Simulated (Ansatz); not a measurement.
Turn this script for Ansatz's Python interface into the input file that the command-line program reads.

The cells in order, each with its output:

**Cell 1**
```python
from pathlib import Path
import warnings

import ansatz as az
import matplotlib.pyplot as plt
import numpy as np
```

**Cell 2**
```python
warnings.simplefilter('ignore', az.DeckWarning)
```

**Cell 3**
```python
lattice = az.Lattice.of(
    [-1.58422, 1.58422, 1.58422],
    [1.58422, -1.58422, 1.58422],
    [1.58422, 1.58422, -1.58422],
)
sites = [
    ('Pt', [0.0, 0.0, 0.0]),
]
xtal = az.Crystal(lattice=lattice)
for symbol, position in sites:
    xtal = xtal.atom(symbol, position)
```

**Cell 4**
```python
len(xtal.resolved().sites)
```
Output:
```text
1
```

**Cell 5**
```python
# settings of the run
calculation = (
    xtal.calculation()
    .functional(az.Functional.PBESOL)
    .pseudopotentials('nc')
    .kpoints(mesh=(6, 6, 6))  # the mesh must be finer for metals
    .occupations(az.OccupationsMethod.GAUSSIAN, width=0.05)
    .stress()
    .density()
)
session = calculation.session()
planned = session.plan(threads=1)
res = planned.execute()
summary = res.report

summary['published_state_doubts']
```
Output:
```text
[]
```

**Cell 6**
```python
[(site.symbol, site.position_frac.round(4).tolist()) for site in res.lattice.sites]
```
Output:
```text
[(<Element.PT: 'Pt'>, [0.0, 0.0, 0.0])]
```

**Cell 7**
```python
summary['free_energy_ev']
```
Output:
```text
-3552.4841755282005
```

**Cell 8**
```python
n_atoms = len(summary['lattice']['sites'])
print('F =', round(summary['free_energy_ev'], 4), 'eV for', n_atoms, 'atoms')
print('E(sigma -> 0) =', round(summary['energy_sigma0_ev'], 4), 'eV, TS =', round(summary['entropy_ts_ev'], 5), 'eV')
print('closed by', summary['closed_by'], 'after', summary['n_iterations'], 'iterations')
```
Output:
```text
F = -3552.4842 eV for 1 atoms
E(sigma -> 0) = -3552.4836 eV, TS = 0.0012 eV
closed by deck_thresholds after 7 iterations
```

**Cell 9**
```python
lines = ['| quantity | value |', '|---|---|']
lines.append(f'| free energy per atom | {summary["free_energy_ev"] / len(res.lattice.sites):.4f} eV |')
lines.append(f'| Fermi level | {summary["fermi_energy_ev"]:.3f} eV |')
lines.append(f'| volume per atom | {summary["setup"]["cell_volume_ang3"] / len(res.lattice.sites):.3f} A^3 |')
lines.append(f'| valence electrons | {summary["n_electrons"]:g} |')
Path('summary.md').write_text('\n'.join(lines) + '\n')
```
Output:
```text
160
```

**Cell 10**
```python
# principal values and the von Mises stress of the deviator
principal = np.linalg.eigvalsh(np.array(summary['stress_gpa']))
mises = np.sqrt(0.5 * sum((principal[i] - principal[i - 1]) ** 2 for i in range(3)))
print('principal stresses (GPa, compression positive):', np.round(principal, 3))
print(f'mean {principal.mean():.3f} GPa, von Mises {mises:.3f} GPa, PV = {principal.mean() * summary["setup"]["cell_volume_ang3"] / 160.21766:.4f} eV')
```
Output:
```text
principal stresses (GPa, compression positive): [-10.769 -10.769 -10.769]
mean -10.769 GPa, von Mises 0.000 GPa, PV = -1.0690 eV
```

**Cell 11**
```python
# accept the result only where the loop met its thresholds and nothing is doubted
problems = list(summary['published_state_doubts'])
if not summary['converged'] or summary.get('closed_by') != 'deck_thresholds':
    problems.append('loop closed by ' + str(summary.get('closed_by')))
print('accepted' if not problems else f'check before use: {problems}')
```
Output:
```text
accepted
```

**Cell 12**
```python
field = sum(channel.density_e_per_ang3 for channel in res.density().channels[:2])
fig, ax = plt.subplots(figsize=(4, 3.4))
shown = ax.imshow(np.log10(np.clip(field[:, :, 0].T, 1e-3, None)), origin='lower', extent=(0, 1, 0, 1))
fig.colorbar(shown, label='log10 density (e/A^3)')
ax.set(xlabel='fraction of grid vector 1', ylabel='fraction of grid vector 2')
fig.savefig('density_plane.png', dpi=100)
print(f'plane through the origin: {field[:, :, 0].min():.4f} to {field[:, :, 0].max():.4f} e/A^3')
```
Output:
```text
plane through the origin: 0.2022 to 9.6393 e/A^3
```

`input.yaml`:
```yaml
crystal:
  lattice:
    - [-1.58422, 1.58422, 1.58422]
    - [1.58422, -1.58422, 1.58422]
    - [1.58422, 1.58422, -1.58422]
  atoms:
    - { symbol: Pt, position: [0.0, 0.0, 0.0] }
kpoints:
  mp_grid: { grid: [6, 6, 6] }
hamiltonian:
  xc: pbesol
  pseudopotentials: { kind: nc }
scf:
  occupations: { method: gaussian, width: 0.05 }
output:
  write_density: true
  stress: true
```

Launched from the shell:
```console
$ ansatz run input.yaml --threads 1 --pin off --max-ram 3072MiB --backend cpu --events-out ev --progress --plain --runs-dir out
Engine: ansatz 0.2.0, aarch64-unknown-linux-gnu
Pseudopotentials: kind: nc
Pseudopotential: Pt, nc, valence charge 18, recommended cutoff 1142.878222 eV (normal), Pt.nc.azcp (PseudoDojo's, or run here from an input of PseudoDojo's: the run reads no file of this project's for it)
Functional definition: PBEsol
  exchange = pbesol_x
  correlation = pbesol_c
Crystal: 1 atoms, lattice volume = 15.904 Å³
Basis set: ecut = 1142.878222 eV, 1433 PW (Γ)
Bands: 13, of which v1, the nominal top of the filled ones, is band 9 counted from 1 (8 counted from 0)
Symmetry: 48 space group operations
Space group: Im-3m (ITA 229), of the structure as read, at distance tolerance 2.5e-5 Å
k-points: 16 of 216
Non-local potential: Pt, projectors of the file, l = 0: 2, l = 1: 2, l = 2: 2, l = 3: 2
Initial density: superposition of atomic densities (chi_scale 0.1, normalization cell)
Initial wavefunctions: pseudopotential atomic-orbital guess
Functional: x = pbesol(κ = 0.804, μ = 0.12345679012345678), c = pbesol(β = 0.046)
SCF iter   1: F=—  HF=-3552.850025 eV  |F-HF|=—  |Δ(HF+E_count)|=         —  Δρ=9.31e-2  dr2=1.18e0  ethr=3.10e-3  ⟨swp⟩=5.1  Hψ=1158  notcnv=0
preconditioner: auto → none  [insulator: Δε(μ)=0.200 eV  Ē_g=13.256 eV  σ=0.050 eV  W_gap=0.67  n_scr=0 (ndim 8)  ℏωp=29.4 eV  f_vac=0.000  D(μ)=1.14/eV (n_scr^D=12)  ε∞_Penn≈5.9]
SCF iter   2: F=—  HF=-3552.510225 eV  |F-HF|=—  |Δ(HF+E_count)|=   3.40e-1  Δρ=3.10e-2  dr2=6.78e-2  ethr=3.10e-3  ⟨swp⟩=3.2  Hψ=525  notcnv=0  defer=3
SCF iter   3: F=—  HF=-3552.485432 eV  |F-HF|=—  |Δ(HF+E_count)|=   2.48e-2  Δρ=1.19e-2  dr2=5.14e-3  ethr=3.77e-4  ⟨swp⟩=2.1  Hψ=441  notcnv=0  defer=4
SCF iter   4: F=—  HF=-3552.484202 eV  |F-HF|=—  |Δ(HF+E_count)|=   1.23e-3  Δρ=1.68e-3  dr2=1.50e-4  ethr=2.86e-5  ⟨swp⟩=2.0  Hψ=276  notcnv=0  defer=4
SCF iter   5: F=—  HF=-3552.484186 eV  |F-HF|=—  |Δ(HF+E_count)|=   1.64e-5  Δρ=1.40e-4  dr2=6.27e-7  ethr=8.31e-7  ⟨swp⟩=2.1  Hψ=283  notcnv=0  defer=4
SCF iter   6: F=—  HF=-3552.484176 eV  |F-HF|=—  |Δ(HF+E_count)|=   1.03e-5  Δρ=2.82e-5  dr2=8.39e-8  ethr=5.56e-10  ⟨swp⟩=5.0  Hψ=841  notcnv=0
SCF iter   7: F=-3552.484176 eV  HF=-3552.484176 eV  |F-HF|=2.10e-9  |Δ(HF+E_count)|=   2.95e-8  Δρ=4.59e-6  dr2=2.55e-9  ethr=4.66e-10  ⟨swp⟩=3.0  Hψ=824  notcnv=0
SCF 1 converged in 7 iterations: F = -3552.484176 eV  dr2 = 2.55e-9
SCF converged after 7 iterations
Free energy (F): -3552.484176 eV
Harris-Foulkes:  -3552.484176 eV  (|F-HF|=2.10e-9)
Internal energy: -3552.482971 eV  (E = F + TS)
E sigma→0 (E₀):  -3552.483573 eV
Entropy (-TS):   -0.001205 eV (-1.205 meV/atom)
Fermi energy:    21.433755 eV
--- Per-component energies (eV) ---
  E_band       = -152.302457
  E_kinetic    = 1014.274500
  E_local      = -2000.644585  (includes V_loc(G=0)·N_el)
  E_nonlocal   = 215.265816
  E_hartree    = 540.899547
  E_xc         = -642.917181
  E_vxc        = -462.999506  (∫ρ·V_xc dr)
  E_ewald      = -2679.361068
  E_smearing   = -0.001205  (= −TS)
  E_closure    = -0.000000  (closes the sum)
  Σ components = -3552.484176   (vs F -3552.484176, Δ=0.00e0)
--- Stress (GPa, compression-positive) ---
      -10.768882      -0.000000      -0.000000
       -0.000000     -10.768882       0.000000
        0.000000       0.000000     -10.768882
  P = ⅓ Tr σ = -10.7689 GPa (-107.689 kbar)
```

The settings weren't tested for convergence. For a metal this mesh is far too coarse, so the numbers only illustrate the procedure. Spin-orbit coupling, which matters for elements this heavy, is left out. Grid values close to the nuclei reflect the PAW or pseudopotential construction, not the all-electron fields. At these settings the cell as given stands under about -11 GPa, so it isn't at this functional's equilibrium volume. This isn't the structure that Pt takes at ambient conditions. The whole script took 1.8 s on 1 thread of Arm Neoverse V2, with other jobs on the host, peak memory 0.34 GiB.

(Lines on the test bed's own set-up are left out of the output.)
